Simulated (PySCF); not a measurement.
# C2H4AlCl2Ga: core binding energies at several levels of theory

Aim: compute the core binding energies of C2H4AlCl2Ga (`C#[C][GaH-]1[Cl+][AlH2-][Cl+]1`) at several levels, and see how far they spread and what each costs.

The runs use PySCF 2.14.0, with density-fitted response routines of our own; the level of theory stands in each step. All values are computed, except where a source is named. Atoms count from 0, in the outputs and in this text.

## 1. Starting geometry

10 atoms, charge 0, multiplicity 1; geometry from: PBE0-D3(BJ)/def2-SVP.

Bonds of the start (Å): C0–C1 1.22, C1–Ga2 1.90, Ga2–Cl3 2.37, Cl3–Al4 2.31, Al4–Cl5 2.31, Cl5–Ga2 2.37, C0–H6 1.08, Ga2–H7 1.54, Al4–H8 1.58, Al4–H9 1.58.

## 2. X-ray photoelectron lines: SCAN, X2C

What the job is given:

```
{"job": {"kind": "xps"}, "charge": 0, "multiplicity": 1}
C      3.066714    -0.370024     0.265188
C      2.033517     0.240380     0.056736
Ga     0.429117     1.204504    -0.270106
Cl    -0.721765     0.007218    -1.963839
Al    -2.208414    -0.808460    -0.390352
Cl    -1.160061     0.390726     1.288659
H      3.980029    -0.909192     0.448122
H      0.154069     2.709143    -0.480864
H     -1.908030    -2.341488    -0.170520
H     -3.615619    -0.145095    -0.656756
```

With the program's defaults for keys left out, this is: delta-SCF UKS SCAN, pcX-2 on the ionised atom, pcseg-1 elsewhere, spin-free X2C.

Started as:

```bash
$ OMP_NUM_THREADS=1 python probes_run.py task.json out
```

This one command runs all jobs of the session in turn.

The log of the run:

```text
ground state, core basis on atom 0 (C), 160 functions
  cycle   1  E = -3184.08622802  |g| = 5.22e-01
  cycle   2  E = -3184.03225288  |g| = 6.53e-01
  cycle   3  E = -3184.16052524  |g| = 7.78e-02
  cycle   4  E = -3184.16158945  |g| = 6.00e-02
  cycle   5  E = -3184.16240197  |g| = 2.52e-02
  cycle   6  E = -3184.16257575  |g| = 3.74e-03
  cycle   7  E = -3184.16258114  |g| = 8.42e-04
  cycle   8  E = -3184.16257882  |g| = 2.25e-04
  E(ground) = -3184.46449411 Eh
hole in C 1s of atom 0
  cycle   1  E = -3172.89757685  |g| = 1.50e+00
  cycle   2  E = -3167.71604486  |g| = 2.55e+00
  cycle   3  E = -3172.02217804  |g| = 1.18e+00
  cycle   4  E = -3173.40868007  |g| = 3.78e-01
  cycle   5  E = -3173.38959665  |g| = 4.38e-01
  cycle   6  E = -3173.47826508  |g| = 5.43e-02
  cycle   7  E = -3173.48040069  |g| = 1.88e-02
  cycle   8  E = -3173.48087697  |g| = 9.24e-03
  cycle   9  E = -3173.48107898  |g| = 5.71e-03
  cycle  10  E = -3173.48116957  |g| = 3.39e-03
  cycle  11  E = -3173.48120380  |g| = 1.95e-03
  cycle  12  E = -3173.48120598  |g| = 7.72e-04
  cycle  13  E = -3173.48120395  |g| = 2.90e-04
  E(ion) = -3173.78116125 Eh   <S^2> = 0.8611   hole on atom = 1.000   binding energy = 290.708 eV
ground state, core basis on atom 1 (C), 160 functions
  cycle   1  E = -3184.16364580  |g| = 6.57e-02
  cycle   2  E = -3184.16133089  |g| = 9.91e-02
  cycle   3  E = -3184.16329199  |g| = 4.93e-02
  cycle   4  E = -3184.16394436  |g| = 5.12e-03
  cycle   5  E = -3184.16395672  |g| = 6.02e-04
  cycle   6  E = -3184.16395769  |g| = 1.35e-04
  E(ground) = -3184.46578164 Eh
hole in C 1s of atom 1
  cycle   1  E = -3172.90912079  |g| = 1.51e+00
  cycle   2  E = -3166.84572017  |g| = 2.65e+00
  cycle   3  E = -3168.79299638  |g| = 1.88e+00
  cycle   4  E = -3173.36553759  |g| = 4.72e-01
  cycle   5  E = -3173.18180572  |g| = 8.15e-01
  cycle   6  E = -3173.48970975  |g| = 5.06e-02
  cycle   7  E = -3173.49154650  |g| = 3.37e-02
  cycle   8  E = -3173.49245358  |g| = 1.28e-02
  cycle   9  E = -3173.49283770  |g| = 8.08e-03
  cycle  10  E = -3173.49303177  |g| = 5.61e-03
  cycle  11  E = -3173.49310031  |g| = 2.64e-03
  cycle  12  E = -3173.49310696  |g| = 7.54e-04
  cycle  13  E = -3173.49311037  |g| = 2.69e-04
  E(ion) = -3173.79277208 Eh   <S^2> = 0.8679   hole on atom = 1.000   binding energy = 290.427 eV
ground state, core basis on atom 3 (Cl), 171 functions
  cycle   1  E = -3184.34563748  |g| = 4.84e-01
  cycle   2  E = -3184.34527654  |g| = 5.98e-02
  cycle   3  E = -3184.34085216  |g| = 1.37e-01
  cycle   4  E = -3184.34588508  |g| = 2.43e-02
  cycle   5  E = -3184.34603234  |g| = 4.87e-03
  cycle   6  E = -3184.34603647  |g| = 6.64e-04
  cycle   7  E = -3184.34604356  |g| = 1.74e-04
  E(ground) = -3184.62976966 Eh
hole in Cl 1s of atom 3
  cycle   1  E = -3079.11738348  |g| = 5.47e+00
  cycle   2  E = -3079.46139759  |g| = 2.21e+00
  cycle   3  E = -3079.87998286  |g| = 9.50e-01
  cycle   4  E = -3080.13182793  |g| = 6.26e-01
  cycle   5  E = -3080.30979421  |g| = 3.44e-01
  cycle   6  E = -3080.37490399  |g| = 5.20e-02
  cycle   7  E = -3080.37607305  |g| = 2.76e-02
  cycle   8  E = -3080.37654073  |g| = 4.26e-03
  cycle   9  E = -3080.37655226  |g| = 1.07e-03
  cycle  10  E = -3080.37655154  |g| = 2.50e-04
  E(ion) = -3080.66890897 Eh   <S^2> = 0.7519   hole on atom = 1.000   binding energy = 2828.919 eV
hole in Cl 2p of atom 3
  cycle   1  E = -3176.25785573  |g| = 1.72e+00
  cycle   2  E = -3176.16694767  |g| = 1.32e+00
  cycle   3  E = -3176.61389327  |g| = 4.40e-01
  cycle   4  E = -3176.65351344  |g| = 3.75e-01
  cycle   5  E = -3176.72784181  |g| = 1.17e-01
  cycle   6  E = -3176.73552460  |g| = 2.69e-02
  cycle   7  E = -3176.73594578  |g| = 4.85e-03
  cycle   8  E = -3176.73595768  |g| = 1.55e-03
  cycle   9  E = -3176.73596166  |g| = 4.83e-04
  E(ion) = -3177.02920344 Eh   <S^2> = 0.7517   hole on atom = 1.001   binding energy = 206.822 eV
  2p3/2 = 206.288 eV   2p1/2 = 207.942 eV
ground state, core basis on atom 4 (Al), 171 functions
  cycle   1  E = -3184.22917191  |g| = 2.43e-01
  cycle   2  E = -3184.22927591  |g| = 4.63e-02
  cycle   3  E = -3184.22925574  |g| = 3.45e-02
  cycle   4  E = -3184.22935261  |g| = 2.22e-02
  cycle   5  E = -3184.22948254  |g| = 3.69e-03
  cycle   6  E = -3184.22948580  |g| = 2.48e-04
  E(ground) = -3184.49426714 Eh
hole in Al 1s of atom 4
  cycle   1  E = -3125.60788072  |g| = 3.97e+00
  cycle   2  E = -3121.04061939  |g| = 2.75e+00
  cycle   3  E = -3095.35371716  |g| = 5.44e+00
  cycle   4  E = -3117.53522842  |g| = 2.56e+00
  cycle   5  E = -3126.40265725  |g| = 5.38e-01
  cycle   6  E = -3126.51360588  |g| = 3.70e-01
  cycle   7  E = -3126.57793880  |g| = 2.48e-01
  cycle   8  E = -3126.60596202  |g| = 1.40e-01
  cycle   9  E = -3126.61677923  |g| = 3.09e-02
  cycle  10  E = -3126.61741564  |g| = 5.00e-03
  cycle  11  E = -3126.61742764  |g| = 2.53e-03
  cycle  12  E = -3126.61743027  |g| = 7.10e-04
  cycle  13  E = -3126.61743130  |g| = 3.22e-04
  E(ion) = -3126.88369898 Eh   <S^2> = 0.7520   hole on atom = 1.000   binding energy = 1567.663 eV
hole in Al 2p of atom 4
  cycle   1  E = -3180.95627157  |g| = 1.08e+00
  cycle   2  E = -3178.07678087  |g| = 2.01e+00
  cycle   3  E = -3180.89936817  |g| = 6.86e-01
  cycle   4  E = -3181.23455415  |g| = 1.10e-01
  cycle   5  E = -3181.23524857  |g| = 9.48e-02
  cycle   6  E = -3181.23990263  |g| = 5.04e-02
  cycle   7  E = -3181.24101949  |g| = 2.90e-02
  cycle   8  E = -3181.24148727  |g| = 3.36e-03
  cycle   9  E = -3181.24149214  |g| = 1.07e-03
  cycle  10  E = -3181.24149172  |g| = 3.67e-04
  E(ion) = -3181.51247048 Eh   <S^2> = 0.7522   hole on atom = 1.004   binding energy = 81.139 eV
  2p3/2 = 81.198 eV   2p1/2 = 81.702 eV
```

It took 32 s on 1 thread of Arm Neoverse V1, shared host; peak memory 0.58 GiB.

Binding energies by hole, beside the orbital energy of the ground state; the difference holds orbital relaxation and, for a density functional, its self-interaction error:

```
       hole  stands for                                          environment  ΔSCF (eV; 2p as the shell's mean)  −ε (eV)   ⟨S²⟩
  C1s on C0          C0                               terminal alkyne carbon                  290.71 (doubtful)    274.2  0.861
  C1s on C1          C1                                        alkyne carbon                  290.43 (doubtful)    273.9  0.868
Cl1s on Cl3    Cl3, Cl5      chlorine bonded to Al, Ga, in a 4-membered ring                            2828.92   2764.4  0.752
Cl2p on Cl3    Cl3, Cl5      chlorine bonded to Al, Ga, in a 4-membered ring                             206.84    194.2  0.752
Al1s on Al4         Al4  aluminium bonded to 2 Cl, 2 H, in a 4-membered ring                            1567.66   1519.1  0.752
Al2p on Al4         Al4  aluminium bonded to 2 Cl, 2 H, in a 4-membered ring                              81.37     71.5  0.752
```

Each hole run stands for the others of its class of like atoms.

Doubtful: the ion did not converge, its hole moved, or its ⟨S²⟩ is well above 0.75.

With the spin-orbit splitting: Cl3 2p3/2 206.29, 2p1/2 207.94 eV; Al4 2p3/2 81.20, 2p1/2 81.70 eV. The table gives each 2p level as the mean over the whole 2p shell (two parts 2p3/2, one part 2p1/2), which differs a little from the single hole in the log.

## 3. Core holes by ΔSCF: B3LYP, X2C

Same as in step 2 but for these lines:

```diff
@@ -1,2 +1,2 @@
-{"job": {"kind": "xps"}, "charge": 0, "multiplicity": 1}
+{"job": {"kind": "xps", "xc": "B3LYP"}, "charge": 0, "multiplicity": 1}
 C      3.066714    -0.370024     0.265188
```

With the program's defaults for keys left out, this is: delta-SCF UKS B3LYP, pcX-2 on the ionised atom, pcseg-1 elsewhere, spin-free X2C.

The log of the run:

```text
ground state, core basis on atom 0 (C), 160 functions
  cycle   1  E = -3184.24357833  |g| = 4.84e-01
  cycle   2  E = -3184.22474685  |g| = 5.39e-01
  cycle   3  E = -3184.31115107  |g| = 4.41e-02
  cycle   4  E = -3184.31175857  |g| = 1.61e-02
  cycle   5  E = -3184.31182601  |g| = 6.80e-03
  cycle   6  E = -3184.31183566  |g| = 4.22e-03
  cycle   7  E = -3184.31183808  |g| = 3.45e-04
  E(ground) = -3184.31541431 Eh
hole in C 1s of atom 0
  cycle   1  E = -3173.05049796  |g| = 1.51e+00
  cycle   2  E = -3168.84222276  |g| = 2.61e+00
  cycle   3  E = -3173.22336342  |g| = 7.40e-01
  cycle   4  E = -3173.33744966  |g| = 7.83e-01
  cycle   5  E = -3173.61357267  |g| = 1.45e-01
  cycle   6  E = -3173.62249890  |g| = 3.43e-02
  cycle   7  E = -3173.62327318  |g| = 1.03e-02
  cycle   8  E = -3173.62340064  |g| = 4.42e-03
  cycle   9  E = -3173.62343756  |g| = 2.82e-03
  cycle  10  E = -3173.62346311  |g| = 1.52e-03
  cycle  11  E = -3173.62347108  |g| = 3.72e-04
  E(ion) = -3173.62704323 Eh   <S^2> = 0.7862   hole on atom = 1.000   binding energy = 290.845 eV
ground state, core basis on atom 1 (C), 160 functions
  cycle   1  E = -3184.31274566  |g| = 4.57e-02
  cycle   2  E = -3184.31221483  |g| = 5.03e-02
  cycle   3  E = -3184.31257901  |g| = 3.32e-02
  cycle   4  E = -3184.31285729  |g| = 3.79e-03
  cycle   5  E = -3184.31286225  |g| = 2.05e-04
  E(ground) = -3184.31655268 Eh
hole in C 1s of atom 1
  cycle   1  E = -3173.06350658  |g| = 1.52e+00
  cycle   2  E = -3170.13015968  |g| = 2.39e+00
  cycle   3  E = -3173.43864450  |g| = 4.84e-01
  cycle   4  E = -3173.52776192  |g| = 4.91e-01
  cycle   5  E = -3173.62268718  |g| = 1.64e-01
  cycle   6  E = -3173.63489705  |g| = 3.66e-02
  cycle   7  E = -3173.63572938  |g| = 8.10e-03
  cycle   8  E = -3173.63584405  |g| = 4.62e-03
  cycle   9  E = -3173.63589721  |g| = 3.01e-03
  cycle  10  E = -3173.63593173  |g| = 9.39e-04
  cycle  11  E = -3173.63593387  |g| = 2.51e-04
  E(ion) = -3173.63957109 Eh   <S^2> = 0.7885   hole on atom = 1.000   binding energy = 290.535 eV
ground state, core basis on atom 3 (Cl), 171 functions
  cycle   1  E = -3184.49290679  |g| = 2.61e-01
  cycle   2  E = -3184.49287241  |g| = 4.63e-02
  cycle   3  E = -3184.49206924  |g| = 6.69e-02
  cycle   4  E = -3184.49309830  |g| = 2.02e-02
  cycle   5  E = -3184.49319912  |g| = 2.94e-03
  cycle   6  E = -3184.49320193  |g| = 3.34e-04
  E(ground) = -3184.49678263 Eh
hole in Cl 1s of atom 3
  cycle   1  E = -3079.36064324  |g| = 5.52e+00
  cycle   2  E = -3079.93361410  |g| = 2.11e+00
  cycle   3  E = -3080.42187977  |g| = 6.74e-01
  cycle   4  E = -3080.52344863  |g| = 4.18e-01
  cycle   5  E = -3080.60440793  |g| = 1.93e-01
  cycle   6  E = -3080.62308002  |g| = 2.59e-02
  cycle   7  E = -3080.62346296  |g| = 7.55e-03
  cycle   8  E = -3080.62349583  |g| = 6.00e-04
  cycle   9  E = -3080.62349613  |g| = 2.02e-04
  E(ion) = -3080.62700296 Eh   <S^2> = 0.7512   hole on atom = 1.000   binding energy = 2826.441 eV
hole in Cl 2p of atom 3
  cycle   1  E = -3176.43122287  |g| = 1.67e+00
  cycle   2  E = -3176.51358996  |g| = 1.20e+00
  cycle   3  E = -3176.87092164  |g| = 2.46e-01
  cycle   4  E = -3176.87463468  |g| = 2.41e-01
  cycle   5  E = -3176.90481362  |g| = 5.91e-02
  cycle   6  E = -3176.90670795  |g| = 1.12e-02
  cycle   7  E = -3176.90677996  |g| = 8.32e-04
  cycle   8  E = -3176.90678136  |g| = 3.83e-04
  E(ion) = -3176.91032195 Eh   <S^2> = 0.7514   hole on atom = 1.001   binding energy = 206.438 eV
  2p3/2 = 205.945 eV   2p1/2 = 207.594 eV
ground state, core basis on atom 4 (Al), 171 functions
  cycle   1  E = -3184.35171266  |g| = 1.39e-01
  cycle   2  E = -3184.35180573  |g| = 3.47e-02
  cycle   3  E = -3184.35186719  |g| = 2.00e-02
  cycle   4  E = -3184.35193059  |g| = 6.64e-03
  cycle   5  E = -3184.35194297  |g| = 2.41e-03
  cycle   6  E = -3184.35194355  |g| = 1.37e-04
  E(ground) = -3184.35557282 Eh
hole in Al 1s of atom 4
  cycle   1  E = -3125.75967182  |g| = 4.02e+00
  cycle   2  E = -3122.10009920  |g| = 2.84e+00
  cycle   3  E = -3108.08119996  |g| = 4.01e+00
  cycle   4  E = -3126.49980718  |g| = 6.15e-01
  cycle   5  E = -3126.68839999  |g| = 3.77e-01
  cycle   6  E = -3126.75378746  |g| = 2.28e-01
  cycle   7  E = -3126.77389174  |g| = 1.21e-01
  cycle   8  E = -3126.78197863  |g| = 2.21e-02
  cycle   9  E = -3126.78226527  |g| = 4.53e-03
  cycle  10  E = -3126.78227817  |g| = 9.16e-04
  cycle  11  E = -3126.78227745  |g| = 1.51e-04
  E(ion) = -3126.78586841 Eh   <S^2> = 0.7518   hole on atom = 1.000   binding energy = 1566.551 eV
hole in Al 2p of atom 4
  cycle   1  E = -3181.08640165  |g| = 1.09e+00
  cycle   2  E = -3180.89139568  |g| = 1.03e+00
  cycle   3  E = -3181.31149928  |g| = 2.85e-01
  cycle   4  E = -3181.36553667  |g| = 8.32e-02
  cycle   5  E = -3181.36510481  |g| = 8.96e-02
  cycle   6  E = -3181.36935461  |g| = 1.32e-02
  cycle   7  E = -3181.36945361  |g| = 2.78e-03
  cycle   8  E = -3181.36946101  |g| = 5.66e-04
  cycle   9  E = -3181.36946070  |g| = 2.12e-04
  E(ion) = -3181.37305731 Eh   <S^2> = 0.7521   hole on atom = 1.004   binding energy = 81.158 eV
  2p3/2 = 81.124 eV   2p1/2 = 81.567 eV
```

Run time: 62 s. Hardware: 1 thread of Arm Neoverse V1, shared host; peak memory 0.78 GiB.

The holes in one table. −ε is the ground-state orbital energy:

```
       hole  stands for                                          environment  ΔSCF (eV; 2p as the shell's mean)  −ε (eV)   ⟨S²⟩
  C1s on C0          C0                               terminal alkyne carbon                             290.85    277.5  0.786
  C1s on C1          C1                                        alkyne carbon                             290.54    277.2  0.789
Cl1s on Cl3    Cl3, Cl5      chlorine bonded to Al, Ga, in a 4-membered ring                            2826.44   2772.7  0.751
Cl2p on Cl3    Cl3, Cl5      chlorine bonded to Al, Ga, in a 4-membered ring                             206.49    196.9  0.751
Al1s on Al4         Al4  aluminium bonded to 2 Cl, 2 H, in a 4-membered ring                            1566.55   1528.2  0.752
Al2p on Al4         Al4  aluminium bonded to 2 Cl, 2 H, in a 4-membered ring                              81.27     73.7  0.752
```

Each hole run stands for the others of its class of like atoms.

With the spin-orbit splitting: Cl3 2p3/2 205.94, 2p1/2 207.59 eV; Al4 2p3/2 81.12, 2p1/2 81.57 eV. The table gives each 2p level as the mean over the whole 2p shell (two parts 2p3/2, one part 2p1/2), which differs a little from the single hole in the log.

## 4. Core-electron binding energies: PBE0, X2C

Same as in step 3 but for these lines:

```diff
@@ -1,2 +1,2 @@
-{"job": {"kind": "xps", "xc": "B3LYP"}, "charge": 0, "multiplicity": 1}
+{"job": {"kind": "xps", "xc": "PBE0"}, "charge": 0, "multiplicity": 1}
 C      3.066714    -0.370024     0.265188
```

Level: delta-SCF UKS PBE0, pcX-2 on the ionised atom, pcseg-1 elsewhere, spin-free X2C.

The log of the run:

```text
ground state, core basis on atom 0 (C), 160 functions
  cycle   1  E = -3183.36263035  |g| = 4.43e-01
  cycle   2  E = -3183.36115484  |g| = 4.42e-01
  cycle   3  E = -3183.41896983  |g| = 3.56e-02
  cycle   4  E = -3183.41932406  |g| = 1.55e-02
  cycle   5  E = -3183.41936270  |g| = 1.04e-02
  cycle   6  E = -3183.41939119  |g| = 2.41e-03
  cycle   7  E = -3183.41939202  |g| = 2.37e-04
  E(ground) = -3183.42324236 Eh
hole in C 1s of atom 0
  cycle   1  E = -3172.17707362  |g| = 1.51e+00
  cycle   2  E = -3169.32793171  |g| = 2.31e+00
  cycle   3  E = -3172.50923841  |g| = 5.59e-01
  cycle   4  E = -3172.59039979  |g| = 5.86e-01
  cycle   5  E = -3172.74133613  |g| = 1.42e-01
  cycle   6  E = -3172.74989630  |g| = 2.65e-02
  cycle   7  E = -3172.75042276  |g| = 9.61e-03
  cycle   8  E = -3172.75058443  |g| = 4.97e-03
  cycle   9  E = -3172.75068861  |g| = 2.67e-03
  cycle  10  E = -3172.75072619  |g| = 8.19e-04
  cycle  11  E = -3172.75072923  |g| = 2.01e-04
  E(ion) = -3172.75457832 Eh   <S^2> = 0.8066   hole on atom = 1.000   binding energy = 290.309 eV
ground state, core basis on atom 1 (C), 160 functions
  cycle   1  E = -3183.42096093  |g| = 6.16e-02
  cycle   2  E = -3183.42040391  |g| = 5.20e-02
  cycle   3  E = -3183.42054094  |g| = 4.67e-02
  cycle   4  E = -3183.42110039  |g| = 1.02e-03
  cycle   5  E = -3183.42109975  |g| = 1.24e-04
  E(ground) = -3183.42504756 Eh
hole in C 1s of atom 1
  cycle   1  E = -3172.18909661  |g| = 1.51e+00
  cycle   2  E = -3169.96800082  |g| = 2.09e+00
  cycle   3  E = -3172.58706431  |g| = 4.77e-01
  cycle   4  E = -3172.74004851  |g| = 2.18e-01
  cycle   5  E = -3172.75080218  |g| = 1.54e-01
  cycle   6  E = -3172.76181196  |g| = 3.51e-02
  cycle   7  E = -3172.76254432  |g| = 7.64e-03
  cycle   8  E = -3172.76267985  |g| = 4.80e-03
  cycle   9  E = -3172.76277694  |g| = 2.97e-03
  cycle  10  E = -3172.76281433  |g| = 1.15e-03
  cycle  11  E = -3172.76281491  |g| = 2.48e-04
  E(ion) = -3172.76671666 Eh   <S^2> = 0.8103   hole on atom = 1.000   binding energy = 290.028 eV
ground state, core basis on atom 3 (Cl), 171 functions
  cycle   1  E = -3183.60202037  |g| = 3.23e-01
  cycle   2  E = -3183.60194756  |g| = 4.36e-02
  cycle   3  E = -3183.60109229  |g| = 6.92e-02
  cycle   4  E = -3183.60224709  |g| = 1.58e-02
  cycle   5  E = -3183.60231432  |g| = 2.39e-03
  cycle   6  E = -3183.60231451  |g| = 2.05e-04
  E(ground) = -3183.60599819 Eh
hole in Cl 1s of atom 3
  cycle   1  E = -3078.48905126  |g| = 5.51e+00
  cycle   2  E = -3079.16770582  |g| = 1.99e+00
  cycle   3  E = -3079.61529587  |g| = 5.65e-01
  cycle   4  E = -3079.68789226  |g| = 3.42e-01
  cycle   5  E = -3079.74290578  |g| = 1.45e-01
  cycle   6  E = -3079.75335373  |g| = 1.94e-02
  cycle   7  E = -3079.75356948  |g| = 4.62e-03
  cycle   8  E = -3079.75358354  |g| = 4.40e-04
  E(ion) = -3079.75717046 Eh   <S^2> = 0.7512   hole on atom = 1.000   binding energy = 2825.871 eV
hole in Cl 2p of atom 3
  cycle   1  E = -3175.54455766  |g| = 1.66e+00
  cycle   2  E = -3175.69288333  |g| = 1.11e+00
  cycle   3  E = -3175.99662303  |g| = 2.04e-01
  cycle   4  E = -3175.99874609  |g| = 2.02e-01
  cycle   5  E = -3176.01994488  |g| = 4.63e-02
  cycle   6  E = -3176.02111282  |g| = 8.21e-03
  cycle   7  E = -3176.02115099  |g| = 6.24e-04
  cycle   8  E = -3176.02115175  |g| = 2.65e-04
  E(ion) = -3176.02477407 Eh   <S^2> = 0.7517   hole on atom = 1.001   binding energy = 206.296 eV
  2p3/2 = 205.804 eV   2p1/2 = 207.449 eV
ground state, core basis on atom 4 (Al), 171 functions
  cycle   1  E = -3183.45933693  |g| = 1.78e-01
  cycle   2  E = -3183.45940902  |g| = 2.79e-02
  cycle   3  E = -3183.45943081  |g| = 2.20e-02
  cycle   4  E = -3183.45954302  |g| = 5.61e-03
  cycle   5  E = -3183.45954816  |g| = 1.92e-03
  cycle   6  E = -3183.45955094  |g| = 1.14e-04
  E(ground) = -3183.46346718 Eh
hole in Al 1s of atom 4
  cycle   1  E = -3124.89764220  |g| = 4.02e+00
  cycle   2  E = -3124.08437076  |g| = 2.20e+00
  cycle   3  E = -3117.62917933  |g| = 2.39e+00
  cycle   4  E = -3125.80607652  |g| = 3.71e-01
  cycle   5  E = -3125.89002418  |g| = 2.18e-01
  cycle   6  E = -3125.91812975  |g| = 6.31e-02
  cycle   7  E = -3125.92032091  |g| = 3.19e-02
  cycle   8  E = -3125.92081303  |g| = 1.31e-02
  cycle   9  E = -3125.92089936  |g| = 3.11e-03
  cycle  10  E = -3125.92090798  |g| = 7.84e-04
  cycle  11  E = -3125.92090847  |g| = 1.16e-04
  E(ion) = -3125.92479242 Eh   <S^2> = 0.7519   hole on atom = 1.000   binding energy = 1565.707 eV
hole in Al 2p of atom 4
  cycle   1  E = -3180.20619099  |g| = 1.08e+00
  cycle   2  E = -3180.22026811  |g| = 8.42e-01
  cycle   3  E = -3180.46124054  |g| = 2.03e-01
  cycle   4  E = -3180.48641697  |g| = 6.27e-02
  cycle   5  E = -3180.48679798  |g| = 5.88e-02
  cycle   6  E = -3180.48862937  |g| = 5.63e-03
  cycle   7  E = -3180.48864876  |g| = 1.34e-03
  cycle   8  E = -3180.48865148  |g| = 3.75e-04
  E(ion) = -3180.49253862 Eh   <S^2> = 0.7526   hole on atom = 1.004   binding energy = 80.843 eV
  2p3/2 = 80.808 eV   2p1/2 = 81.249 eV
```

Run time: 60 s. Hardware: 1 thread of Arm Neoverse V1, shared host; peak memory 0.78 GiB.

The holes in one table. −ε is the ground-state orbital energy:

```
       hole  stands for                                          environment  ΔSCF (eV; 2p as the shell's mean)  −ε (eV)   ⟨S²⟩
  C1s on C0          C0                               terminal alkyne carbon                             290.31    278.9  0.807
  C1s on C1          C1                                        alkyne carbon                             290.03    278.6  0.810
Cl1s on Cl3    Cl3, Cl5      chlorine bonded to Al, Ga, in a 4-membered ring                            2825.87   2777.8  0.751
Cl2p on Cl3    Cl3, Cl5      chlorine bonded to Al, Ga, in a 4-membered ring                             206.35    198.2  0.752
Al1s on Al4         Al4  aluminium bonded to 2 Cl, 2 H, in a 4-membered ring                            1565.71   1531.6  0.752
Al2p on Al4         Al4  aluminium bonded to 2 Cl, 2 H, in a 4-membered ring                              80.95     74.3  0.753
```

Each hole run stands for the others of its class of like atoms.

With the spin-orbit splitting: Cl3 2p3/2 205.80, 2p1/2 207.45 eV; Al4 2p3/2 80.81, 2p1/2 81.25 eV. The table gives each 2p level as the mean over the whole 2p shell (two parts 2p3/2, one part 2p1/2), which differs a little from the single hole in the log.

[end of part 1 of 3]
